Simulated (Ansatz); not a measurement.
## NbTe in Ansatz: the effect of target pressure

Crystal: NbTe.

```
CELL_PARAMETERS angstrom
3.70297 0.00000 0.00000
-1.85149 3.20687 0.00000
0.00000 0.00000 3.69421
ATOMIC_POSITIONS crystal
Te 0.66667 0.33333 0.00000
Nb 0.00000 0.00000 0.50000
```

The cell comes from a database or a generator and needn't be the stable form of this composition.

Alike in all runs:

```yaml
Program: Ansatz 0.2.0
Task: relaxation of cell and atoms
Functional: PBEsol
Potentials_or_basis: Ansatz PAW
Cutoff: "420 eV (not typed: the program's choice for these potentials)"
k_mesh: 8 × 8 × 7
Occupations: fermi-dirac, width 0.05 eV
Spin: no spin polarisation
```

Each run relaxes the cell or the atoms first.

**Question.** One run gave: relaxed volume 17.71 Å³/atom. Which target pressure did it use?
A. 20 GPa
B. 0 GPa
C. 5 GPa
D. 2 GPa
E. 30 GPa

**Answer.** E.

| target pressure | relaxed volume (Å³/atom) |
| --- | --- |
| 0 GPa | 20.96 |
| 2 GPa | 20.65 |
| 5 GPa | 20.22 |
| 10 GPa | 19.60 |
| 20 GPa | 18.59 |
| 30 GPa | 17.71 |

Caveats: the plane-wave basis is chosen anew once the cell has moved, so the energies of steps on either side of that aren't comparable; the PAW data sets come from PBE, with cores solved anew for the run's functional, which leaves a small shift of forces and pressure; the volume moved by over 15 % at a fixed basis, so the end points are rough (some runs).

Runs at the PBE level aren't shown here.
